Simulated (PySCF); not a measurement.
# CH9BSi2: the cost of one run

The runs use PySCF 2.14.0, with density-fitted response routines of our own; the level of theory stands in each step. All values are computed, except where a source is named. Atoms are numbered from 0 throughout.

### Step 1. Starting geometry

13 atoms, charge 0, multiplicity 1; geometry from: PBE0-D3(BJ)/def2-SVP.

Bonds of the start (Å): B0–Si1 2.01, Si1–C2 1.89, C2–Si3 1.88, B0–H4 1.21, B0–H5 1.21, Si1–H6 1.51, Si1–H7 1.50, C2–H8 1.10, C2–H9 1.10, Si3–H10 1.50, Si3–H11 1.50, Si3–H12 1.50.

### Step 2. Ultraviolet spectrum: LDA/def2-SVPD

The job: settings as JSON, then the geometry in Å.

```
{"job": {"kind": "uv", "xc": "LDA", "basis": "def2-SVPD", "ip": true}, "charge": 0, "multiplicity": 1}
B      2.048016     0.637716    -0.847278
Si     0.912044    -0.907287    -0.232647
C     -0.927397    -0.722106    -0.620888
Si    -1.754564     0.694646     0.298020
H      1.651022     1.448009    -1.653139
H      3.185456     0.756123    -0.454802
H      1.470269    -2.115794    -0.936709
H      1.088966    -1.153452     1.236988
H     -1.039004    -0.552834    -1.705706
H     -1.456056    -1.659786    -0.380436
H     -1.801322     0.404057     1.764251
H     -3.150984     0.926837    -0.185474
H     -0.974840     1.958774     0.102039
```

With the program's defaults for keys left out, this is: TDDFT LDA/def2-SVPD, vertical, gas phase, core orbitals frozen in the response.

On the command line:

```
$ OMP_NUM_THREADS=1 python probes_run.py task.json out
```

The driver reads the jobs from task.json and runs them one after another.

Q: Estimate the wall time and peak memory of this first job on 1 thread of Arm Neoverse V1, shared host.

About 95 s, with a peak of 0.45 GiB.
